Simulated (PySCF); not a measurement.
**AlBr: from the state search to spectroscopic constants**

The task here is to estimate one member of a computed series from the others.

The runs use PySCF 2.14.0; Al def2-TZVPP, Br def2-TZVPP, no relativity.

Set-up of the first run:

Settings of the job:

```yaml
atoms: Al, Br
charge: 0
basis: Al def2-TZVPP, Br def2-TZVPP
Hamiltonian: no relativity
basis_functions: 90
electrons_treated: 48
masses_in_u: 26.9815, 78.9183
levels: PBE0, PBE, r²SCAN, LDA, BLYP, M06-2X, revPBE, LC-ωPBE, HF, MP2, SCS-MP2, CCSD, CCSD(T)
grid: 80 radial by 434 angular points
occupations: held fixed by the projection of orbital angular momentum
dissociation_limit: Al + Br, each in its ground configuration
starting_distance_in_angstrom: 2.310
values_of_2S_to_try: 0, 2
```

Launch:

```bash
$ OMP_NUM_THREADS=1 python dia.py task.json out
```

Among the steps run: The job; First curve: PBE0; Higher solutions at PBE0; PBE (GGA); r²SCAN; LDA; BLYP; M06-2X (hybrid meta-GGA); revPBE; LC-ωPBE; RHF (mean field); Adding correlation.

One of the session's tables, all rows but one given; the rest of the session is left out.

It belongs to the step «The curves together». Energy (eV) from each level's lowest point:

| R (Å) | RHF | RHF-MP2 | RHF-SCS-MP2 | RHF-CCSD | RHF-CCSD(T) |
| --- | --- | --- | --- | --- | --- |
| 2.000 | 0.881 | 0.833 | 0.850 | n/a | n/a |
| 2.093 | 0.393 | 0.347 | 0.360 | 0.358 | 0.360 |
| 2.186 | 0.126 | 0.098 | 0.105 | 0.104 | 0.105 |
| 2.256 | 0.030 | 0.016 | 0.020 | 0.019 | 0.019 |
| 2.326 | 0.000 | 0.000 | 0.000 | 0.000 | 0.000 |
| 2.396 | 0.020 | 0.034 | 0.030 | 0.031 | 0.031 |
| 2.489 | 0.102 | 0.135 | 0.127 | 0.129 | 0.129 |
| 2.605 | ? | ? | ? | ? | ? |
| 2.745 | 0.515 | 0.598 | 0.577 | 0.585 | 0.585 |
| 2.931 | 0.884 | 1.003 | 0.975 | n/a | n/a |

Q: Estimate the row for R (Å) = 2.605 from the others.

Worked estimate for «RHF». A straight line through the neighbours (2.489, 0.102) and (2.745, 0.515) gives 0.102 + (0.515 − 0.102) × (2.605 − 2.489) / (2.745 − 2.489) = 0.289; a parabola fitted to 4 rows on both sides gives 0.274.

The run gave: RHF: 0.266; RHF-MP2: 0.322; RHF-SCS-MP2: 0.308; RHF-CCSD: 0.313; RHF-CCSD(T): 0.312. In «RHF» the line misses by +0.023 and the parabola by +0.008.

State 2 has its PBE0 minimum 2.69 eV higher. The other levels ran on the lowest alone.
